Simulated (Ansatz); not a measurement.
# ClH5N2OSi: the cost of one run

Method: RHF/def2-SVP, in Ansatz 0.2.0.

1 further run of the same task is left out (it didn't finish).

## 1. The starting structure

Bond lengths: Si1–Cl2 2.130 Å, Si1–N3 1.820 Å, N3–H4 1.060 Å, N3–H5 1.060 Å, Si1–N6 1.819 Å, N6–H7 1.060 Å, N6–H8 1.060 Å, Si1–O9 1.679 Å, O9–H10 1.010 Å. Angles: Cl2–Si1–N3 109.5°, Cl2–Si1–N6 109.5°, Cl2–Si1–O9 109.5°, N3–Si1–N6 109.5°, N3–Si1–O9 109.5°, N6–Si1–O9 109.5°, Si1–N3–H4 120.0°, Si1–N3–H5 120.0°, H4–N3–H5 120.0°, Si1–N6–H7 120.0°, Si1–N6–H8 120.0°, H7–N6–H8 120.0°, Si1–O9–H10 109.5°.

As a file:

```xyz
10

Si    0.0000    0.0000    0.0000
Cl    0.0000    0.0000    2.1300
N     1.7163    0.0000   -0.6061
H     2.2145   -0.9180   -0.7868
H     2.2175    0.9180   -0.7783
N    -0.8572    1.4851   -0.6061
H    -1.8773    1.4300   -0.8888
H    -0.3367    2.4058   -0.6766
O    -0.7913   -1.3709   -0.5594
H    -1.2459   -1.8365    0.2129
```

## 2. Relaxing the start

The input, input.yaml:

```yaml
crystal:
  periodic: [false, false, false]
  atoms:
    - { symbol: Si, position_ang: [0.0, 0.0, 0.0] }
    - { symbol: Cl, position_ang: [0.0, 0.0, 2.13] }
    - { symbol: "N", position_ang: [1.7163, 0.0, -0.6061] }
    - { symbol: H, position_ang: [2.2145, -0.918, -0.7868] }
    - { symbol: H, position_ang: [2.2175, 0.918, -0.7783] }
    - { symbol: "N", position_ang: [-0.8572, 1.4851, -0.6061] }
    - { symbol: H, position_ang: [-1.8773, 1.43, -0.8888] }
    - { symbol: H, position_ang: [-0.3367, 2.4058, -0.6766] }
    - { symbol: O, position_ang: [-0.7913, -1.3709, -0.5594] }
    - { symbol: H, position_ang: [-1.2459, -1.8365, 0.2129] }
basis:
  gaussian: { orbitals: def2-SVP }
hamiltonian:
  xc: hf
relax:
  f_tol: 0.02
  max_steps: 40
```

The run is started by

```console
ansatz run input.yaml --threads 1 --pin off --max-ram 2048MiB --backend cpu --events-out ev --progress --plain --runs-dir out
```

What time and memory should one allow on 1 thread of Arm Neoverse V2, shared host?

About 41 s, with a peak of 0.21 GiB.
